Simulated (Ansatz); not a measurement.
# MoSe (P3m1) in Ansatz: settings compared

One crystal, MoSe, is run at these levels: HSE06 form with a typed share of exact exchange, PBE0; tasks: single point.

Everything below comes from runs of Ansatz 0.2.0. Logs are shortened: lines on timing, memory, paths and dates and some standing lists are left out, and cuts for length are marked.

### 1 The structure

The structure is trigonal, space group P3m1 (No. 156). The conventional cell has a = 3.471 Å, b = 3.471 Å, c = 4.373 Å, α = 90.00°, β = 90.00°, γ = 120.00°. Around Mo (site symmetry 3m) lie 3 Se at 2.04 Å. Se (site symmetry 3m) is surrounded by 3 Mo at 2.04 Å.

The cell was built by a generator and needn't be a form met in nature.

### 2 Single point, HSE06 form with a typed share of exact exchange

input reads:

```
crystal:
  lattice:
    - [3.47066859, 0.0, 0.0]
    - [-1.7353343, 3.00568717, 0.0]
    - [0.0, 0.0, 4.37279534]
  atoms:
    - { symbol: Mo, position: [0.66666667, 0.33333333, 0.02544455] }
    - { symbol: Se, position: [0.33333333, 0.66666667, 0.11843047] }
hamiltonian:
  xc: { exchange: pbe, correlation: pbe, exx: { coeff: 0.25, omega: 0.6 } }
  pseudopotentials: { kind: paw }
kpoints:
  mp_grid: { grid: [5, 5, 3] }
scf:
  occupations: { method: fermi_dirac, width: 0.05 }
output:
  forces: true
  stress: true
  eigenvalues: true
```

Potentials or basis: Ansatz PAW.

Standard output:

```text
Warning: output.stress: scf.convergence.dr2_threshold = 1e-7 eV (the SCF's general default) is looser than the 2e-10 eV advised for a printed stress (1e-10 eV for each atom of the cell: 2). What an SCF threshold leaves in a stress goes as its square root, and in the free energy as the threshold itself, and one threshold admits the most on a small cell: of the crystals measured, under no hybrid functional and no lock of the moments, on runs that ended without the residual-converged pass, on stresses that held no estimate of that error, the worst erred by over 100 MPa in a component at 1e-7 eV an atom and by under 5 at 1e-10. Set scf.convergence.dr2_threshold to 2e-10 eV or tighter. The threshold is an SCF's pass mark: one that does not reach it within its budget of iterations ends unconverged, or closes short of it on a stop that the run arms, and scf.convergence.dr2_threshold's page says what that costs each kind of run
Warning: output.stress: scf.exx.energy_threshold = 1e-6 eV is looser than the 2e-8 eV advised for a stress under a hybrid functional (1e-8 eV for each atom of the cell: 2). Every SCF of the exchange loop can meet its threshold on dr2 while the loop round them stops early: no threshold on dr2 bounds what that leaves in the stress. Set scf.exx.energy_threshold to 2e-8 eV or tighter. The threshold is the loop's pass mark: a loop that does not reach it within its budget of cycles ends unconverged, and scf.exx.energy_threshold's page has the law
GPUs: using 1 of 1 available (devices: 1).
Engine: ansatz 0.2.0, x86_64-unknown-linux-gnu
Pseudopotentials: kind: paw
Pseudopotential: Mo, paw, valence charge 14, recommended cutoff 420 eV (normal), Mo.paw.azcp
Pseudopotential: Se, paw, valence charge 16, recommended cutoff 420 eV (normal), Se.paw.azcp
Functional definition: unnamed
  parameter a_1 = 0.25
  parameter omega_1 = 0.6/angstrom
  exchange = pbe_x + (-a_1)*pbe_x_sr(omega_1) + a_1*exact_x_sr(omega_1)
  correlation = pbe_c
device memory: the entry about to start is reckoned to put 0.5 GiB on a device that reports 47.9 GiB free (of which the cap on the GPU budget leaves the run 18.0 GiB)
GPU FFT provider: cuFFT
GPU libraries: cuBLAS 13.8.2, cuFFT 12.4.0, cuSOLVER 12.3.4
Crystal: 2 atoms, lattice volume = 45.616 Å³
Basis set: ecut = 420 eV, 885 PW (Γ), exchange–correlation on 48×48×60 points (8 copies of the dense FFT grid, shifted against one another)
Bands: 19, of which v1, the nominal top of the filled ones, is band 15 counted from 1 (14 counted from 0)
Symmetry: 6 space group operations
Space group: P3m1 (ITA 156), of the structure as read, at distance tolerance 3.6e-5 Å
k-points: 12 of 75 (time reversal used)
Non-local potential: Mo, projectors of the file, l = 0: 3, l = 1: 2, l = 2: 2, l = 3: 1
Non-local potential: Se, projectors of the file, l = 0: 2, l = 1: 2, l = 2: 3, l = 3: 1
PAW form: soft (Blöchl's): semilocal exchange-correlation on the pseudo side does not see the compensation charge
PAW frozen core: Mo, regenerated for the run's functional, and the local potential with it (the file was generated under x = pbe(κ = 0.804, μ = 0.2195149727645171), c = pbe(β = 0.06672455060314922))
PAW frozen core: Se, regenerated for the run's functional, and the local potential with it (the file was generated under x = pbe(κ = 0.804, μ = 0.2195149727645171), c = pbe(β = 0.06672455060314922))
PAW one-centre angular grid: Mo, 590 points (default); XC on 64 Gauss nodes
PAW one-centre angular grid: Se, 590 points (default); XC on 64 Gauss nodes
Initial density: superposition of atomic densities (neutral atoms: chi_scale 0, normalization atom), corrected by the library's trained network
Initial wavefunctions: pseudopotential atomic-orbital guess
GPU buffer pool allocated for 17280 grid points (all kernels)
GPU transforms: local potential and band sums: pruned to the plane-wave sphere, on 24×24×30
Functional: x = pbe(κ = 0.804, μ = 0.2195149727645171), c = pbe(β = 0.06672455060314922), warm-up for x = pbe(κ = 0.804, μ = 0.2195149727645171) + 0.25 (exact − pbe) at short range (hse, ω = 0.6 Å⁻¹), c = pbe(β = 0.06672455060314922)
SCF iter   1: F=—  HF=-10418.554833 eV  |F-HF|=—  |Δ(HF+E_count)|=         —  Δρ=1.23e-2  dr2=8.57e-2  ethr=1.77e-3  ⟨swp⟩=7.2  Hψ=1003  notcnv=0
preconditioner: auto → none  [metal: Δε(μ)=0.086 eV  Ē_g=8.642 eV  σ=0.050 eV  W_gap=0.38  n_scr=20 (ndim 8)  ℏωp=19.0 eV  f_vac=0.166  D(μ)=2.48/eV (n_scr^D=22)  sad-step TF]
SCF iter   2: F=—  HF=-10418.545131 eV  |F-HF|=—  |Δ(HF+E_count)|=   9.70e-3  Δρ=7.41e-3  dr2=3.87e-2  ethr=2.86e-4  ⟨swp⟩=3.7  Hψ=478  notcnv=0  defer=2
iter 3 solved again at ethr=1.09e-5 eV; its pass at ethr=1.29e-4 eV (dr2=3.27e-3 eV) is discarded
SCF iter   3: F=—  HF=-10418.539345 eV  |F-HF|=—  |Δ(HF+E_count)|=   5.79e-3  Δρ=2.09e-3  dr2=3.30e-3  ethr=1.09e-5  ⟨swp⟩=2.0  Hψ=1011  notcnv=0
SCF iter   4: F=—  HF=-10418.539630 eV  |F-HF|=—  |Δ(HF+E_count)|=   2.85e-4  Δρ=2.22e-3  dr2=3.97e-3  ethr=1.09e-5  ⟨swp⟩=4.0  Hψ=655  notcnv=0
SCF iter   5: F=—  HF=-10418.538753 eV  |F-HF|=—  |Δ(HF+E_count)|=   8.78e-4  Δρ=4.11e-4  dr2=1.22e-4  ethr=1.09e-5  ⟨swp⟩=3.0  Hψ=465  notcnv=0
SCF iter   6: F=—  HF=-10418.538749 eV  |F-HF|=—  |Δ(HF+E_count)|=   3.48e-6  Δρ=7.58e-5  dr2=2.81e-6  ethr=4.05e-7  ⟨swp⟩=3.0  Hψ=485  notcnv=0
SCF iter   7: F=—  HF=-10418.538750 eV  |F-HF|=—  |Δ(HF+E_count)|=   8.98e-7  Δρ=2.73e-5  dr2=1.53e-7  ethr=9.36e-9  ⟨swp⟩=4.0  Hψ=618  notcnv=0
SCF iter   8: F=—  HF=-10418.538750 eV  |F-HF|=—  |Δ(HF+E_count)|=   1.03e-7  Δρ=5.04e-6  dr2=1.70e-8  ethr=5.10e-10  ⟨swp⟩=3.1  Hψ=491  notcnv=0
SCF iter   9: F=—  HF=-10418.538750 eV  |F-HF|=—  |Δ(HF+E_count)|=  1.13e-10  Δρ=2.07e-6  dr2=4.59e-9  ethr=5.68e-11  ⟨swp⟩=3.2  Hψ=498  notcnv=0
SCF iter  10: F=-10418.538750 eV  HF=-10418.538750 eV  |F-HF|=2.36e-11  |Δ(HF+E_count)|=  7.88e-10  Δρ=8.63e-7  dr2=2.37e-10  ethr=1.53e-11  ⟨swp⟩=3.0  Hψ=485  notcnv=0
[... 17 lines left out ...]
SCF iter   4: F=—  HF=-10422.081745 eV  |F-HF|=—  |Δ(HF+E_count)|=   5.84e-3  Δρ=1.99e-3  dr2=1.07e-3  ethr=1.56e-6  ⟨swp⟩=3.6  Hψ=604  notcnv=0
SCF iter   5: F=—  HF=-10422.081500 eV  |F-HF|=—  |Δ(HF+E_count)|=   2.45e-4  Δρ=3.21e-4  dr2=2.42e-4  ethr=1.56e-6  ⟨swp⟩=3.0  Hψ=430  notcnv=0
SCF iter   6: F=—  HF=-10422.081991 eV  |F-HF|=—  |Δ(HF+E_count)|=   4.91e-4  Δρ=7.11e-4  dr2=1.98e-4  ethr=2.75e-7  ⟨swp⟩=3.2  Hψ=515  notcnv=0
SCF iter   7: F=—  HF=-10422.082009 eV  |F-HF|=—  |Δ(HF+E_count)|=   1.85e-5  Δρ=3.12e-4  dr2=4.80e-5  ethr=2.75e-7  ⟨swp⟩=3.0  Hψ=446  notcnv=0
SCF iter   8: F=-10422.081999 eV  HF=-10422.081999 eV  |F-HF|=3.08e-7  |Δ(HF+E_count)|=   1.02e-5  Δρ=7.58e-5  dr2=2.77e-6  ethr=1.55e-7  ⟨swp⟩=3.3  Hψ=487  notcnv=0
SCF 2 stopped early in 8 iterations: F = -10422.081999 eV  dr2 = 2.77e-6
  Residual-converged pass: ⟨swp⟩=4.8  Hψ=755  notcnv=0  max |occ|·‖R‖ = 6.4e-6 eV (tolerance 6.7e-6 eV)  dr2=2.79e-6  dr2_onsite=1.14e-7  max |Δocc| = 1.5e-7
hybrid outer 1: dexx = +8.882e-3 eV, tail = 4.08e-5 eV
GPU FFT provider: cuFFT
GPU libraries: cuBLAS 13.8.2, cuFFT 12.4.0, cuSOLVER 12.3.4
GPU buffer pool allocated for 17280 grid points (all kernels)
GPU transforms: local potential and band sums: pruned to the plane-wave sphere, on 24×24×30
Exchange kernel: α = 0.2500, screened, ω = 0.6000 Å⁻¹, Wigner–Seitz truncation, v(0) = 125.6606 eV·Å³, q-mesh 5×5×3, nearest image of the exchange supercell L = 13.12 Å, pair-density grid 15×15×20, without the augmentation charges, whose exchange is taken in its separable form by FFT convolution over the k-point mesh (sized by the pseudopotential files, 24×24×30 at the most), smooth part of the exact exchange by density-matrix convolution in up to 1.43 GiB of GPU memory as planned if the GPU has room (build and FFT work areas not counted)
Frozen-core exchange: fock
SCF iter   1: F=—  HF=-10422.082004 eV  |F-HF|=—  |Δ(HF+E_count)|=         —  Δρ=6.38e-5  dr2=9.59e-7  ethr=6.80e-7  ⟨swp⟩=4.5  Hψ=569  notcnv=0
preconditioner: auto → none  [insulator: Δε(μ)=0.268 eV  Ē_g=9.207 eV  σ=0.050 eV  W_gap=0.54  n_scr=20 (ndim 8)  ℏωp=19.0 eV  f_vac=0.141  D(μ)=2.60/eV (n_scr^D=22)]
SCF iter   2: F=—  HF=-10422.082004 eV  |F-HF|=—  |Δ(HF+E_count)|=   4.87e-7  Δρ=2.53e-5  dr2=2.06e-7  ethr=3.00e-9  ⟨swp⟩=3.5  Hψ=565  notcnv=0
SCF iter   3: F=—  HF=-10422.082004 eV  |F-HF|=—  |Δ(HF+E_count)|=   1.52e-7  Δρ=1.52e-5  dr2=5.74e-8  ethr=5.47e-10  ⟨swp⟩=3.7  Hψ=501  notcnv=0
SCF iter   4: F=—  HF=-10422.082004 eV  |F-HF|=—  |Δ(HF+E_count)|=   3.05e-8  Δρ=7.66e-6  dr2=2.90e-8  ethr=1.69e-10  ⟨swp⟩=3.2  Hψ=564  notcnv=0
SCF iter   5: F=-10422.082004 eV  HF=-10422.082004 eV  |F-HF|=3.49e-9  |Δ(HF+E_count)|=   4.98e-9  Δρ=3.06e-6  dr2=4.62e-9  ethr=9.41e-11  ⟨swp⟩=3.2  Hψ=507  notcnv=0
SCF 3 converged in 5 iterations: F = -10422.082004 eV  dr2 = 4.62e-9
  Residual-converged pass: ⟨swp⟩=3.5  Hψ=600  notcnv=0  max |occ|·‖R‖ = 9.3e-7 eV (tolerance 1.0e-6 eV)  dr2=4.70e-9  dr2_onsite=7.17e-10  max |Δocc| = 8.2e-12
hybrid outer 2: dexx = +7.154e-7 eV, tail = 2.97e-8 eV, Δε = 2.15e-3 eV (about 7.94e-5 eV left of the loop's levels), ΔF = 7.33e-3 eV/Å (tail 9.66e-4)
hybrid SCF converged: 2 outer / 13 inner (+10 warm-up), last move |dexx| = 7.15e-7 eV, tail = 2.97e-8 eV
Stability not checked: this state was not tested for a lower state beside it, because the functional holds exact exchange (a hybrid, or Hartree-Fock), whose exchange loop this test does not read (fock_operator; see scf.lower_state_search)
Free energy (F): -10422.082004 eV
Frozen-core exchange: fock
Harris-Foulkes:  -10422.082004 eV  (|F-HF|=3.49e-9)
Internal energy: -10422.061190 eV  (E = F + TS)
E sigma→0 (E₀):  -10422.071597 eV
Entropy (-TS):   -0.020814 eV (-10.407 meV/atom)
Fermi energy:    11.028930 eV
--- Per-component energies (eV) ---
  E_band       = -604.096657
  E_kinetic    = 584.367569
  E_local      = -4652.888312  (includes V_loc(G=0)·N_el)
  E_nonlocal   = -446.257945
  E_hartree    = 2114.923612
  E_xc         = -249.092541
  E_vxc        = -279.506706  (∫ρ·V_xc dr)
  E_exx        = -91.578086  (= α·E_x^exact, valence–valence)
  E_paw        = -5069.694130  (= ΣΔE_a)
  E_vpaw       = 143.499693  (= ΣTr[D̂ρ^β])
  E_aug_tail   = -0.000545  (compensation charges beyond the density's cutoff)
  E_ewald      = -2610.312227
  E_core_change = -1.528585  (= ΣΔE_core)
  E_smearing   = -0.020814  (= −TS)
  E_closure    = 0.000001  (closes the sum)
  Σ components = -10422.082004   (vs F -10422.082004, Δ=0.00e0)
--- Forces (eV/Å), atoms counted from 1 ---
  atom   1  Mo     0.00000000     0.00000000    -6.51883926
  atom   2  Se    -0.00000000    -0.00000000     6.51928957
  max |Σ_I F_I| component: 4.50e-4 eV/Å
--- Stress (GPa, compression-positive) ---
       99.330347       0.000000      -0.000000
        0.000000      99.330347      -0.000000
       -0.000000      -0.000000       2.270271
  P = ⅓ Tr σ = 66.9770 GPa (669.770 kbar)
--- Band table (eV; the first three rows and the last of 12) ---
  k-point 0: bands = ["-52.2863", "-41.2927", "-41.2927", "-41.2082", "-41.2082", "-41.2070", "-25.6000", "-25.6000", "-24.8931", "-5.3481", "4.1554", "4.1554", "6.1748", "10.3255", "11.0199", "11.0199", "15.7878", "18.5139", "19.7321"]
  k-point 1: bands = ["-52.2861", "-41.2927", "-41.2927", "-41.2082", "-41.2082", "-41.2070", "-25.5998", "-25.5998", "-24.8986", "-5.2880", "4.1701", "4.1701", "5.5908", "10.9213", "10.9213", "11.4076", "16.1026", "17.9184", "19.6777"]
  k-point 2: bands = ["-52.2792", "-41.2883", "-41.2785", "-41.2116", "-41.2082", "-41.2064", "-25.7598", "-25.6415", "-24.8783", "-4.8208", "3.9662", "4.9070", "6.1432", "9.7855", "10.8188", "12.3443", "16.1769", "16.9762", "17.6922"]
  k-point 11: bands = ["-52.2640", "-41.2787", "-41.2376", "-41.2255", "-41.2092", "-41.2083", "-26.0229", "-25.7921", "-24.8533", "-3.6920", "4.8228", "6.0013", "6.6993", "9.2374", "10.7534", "11.5801", "13.5722", "14.5040", "16.3392"]
```

Run time: 34 s. Hardware: 1 × NVIDIA H100 80GB HBM3 with 2 threads of AMD EPYC 7R13 (Zen 3), shared host; peak memory 1.7 GiB.

Results:

```yaml
Free_energy: -10422.0820 eV
Pressure: 67.0 GPa
Largest_force: 6.519 eV/Å
Band_gap_on_the_k_mesh: none (metal or under the smearing width)
```

Forces in eV/Å, atoms in the order of the input:
```
Mo   0.000  0.000 -6.519
Se   0.000  0.000  6.519
```

Caveat: the k mesh is coarse (spacing up to 0.48 Å⁻¹), so the values aren't converged, least of all with exact exchange; a pressure of tens of GPa on the cell as given is suspect, and the run, the potentials or the cell itself is likely at fault; the PAW data sets come from PBE, with cores solved anew for the run's functional, which leaves a small shift of forces and pressure; forces of over 1 eV/Å show positions far from the minimum, so gaps and moduli don't describe the material at rest; the thresholds are loose for stress.

### 3 Single point, PBE0

input: that of step 2 with these lines changed.

```diff
@@ -9,3 +9,3 @@
 hamiltonian:
-  xc: { exchange: pbe, correlation: pbe, exx: { coeff: 0.25, omega: 0.6 } }
+  xc: pbe0
   pseudopotentials: { kind: paw }
```

Potentials or basis: Ansatz PAW.

Wall time 24 s (1 × NVIDIA H100 80GB HBM3 with 2 threads of AMD EPYC 7R13 (Zen 3), shared host); peak memory 1.7 GiB.

Results (log left out):

| Property | Result |
| --- | --- |
| Free energy | -10421.3330 eV |
| Pressure | 65.9 GPa |
| Largest force | 6.546 eV/Å |
| Band gap on the k mesh | none (metal or under the smearing width) |

Forces on the atoms (eV/Å):
```
Mo   0.000  0.000 -6.546
Se   0.000  0.000  6.546
```

Stress tensor (GPa, compression positive):
```
98.28  0.00  0.00
 0.00 98.28  0.00
 0.00  0.00  1.21
```

Levels at points of the mesh, in eV from the Fermi level:
```
           k point  band 11  band 12  band 13  band 14  band 15  band 16  band 17  band 18  band 19
(0.00, 0.00, 0.00)    -7.71    -7.71    -5.64    -0.91    -0.56    -0.56     5.57     8.37     9.67
```

Caveat: the k mesh is coarse (spacing up to 0.48 Å⁻¹), so the values aren't converged, least of all with exact exchange; a pressure of tens of GPa on the cell as given is suspect, and the run, the potentials or the cell itself is likely at fault; this functional lacks dispersion, which binds the layers, so the pressure and a relaxed spacing across them are unreliable; the PAW data sets come from PBE, with cores solved anew for the run's functional, which leaves a small shift of forces and pressure; forces of over 1 eV/Å show positions far from the minimum, so gaps and moduli don't describe the material at rest; the thresholds are loose for stress.
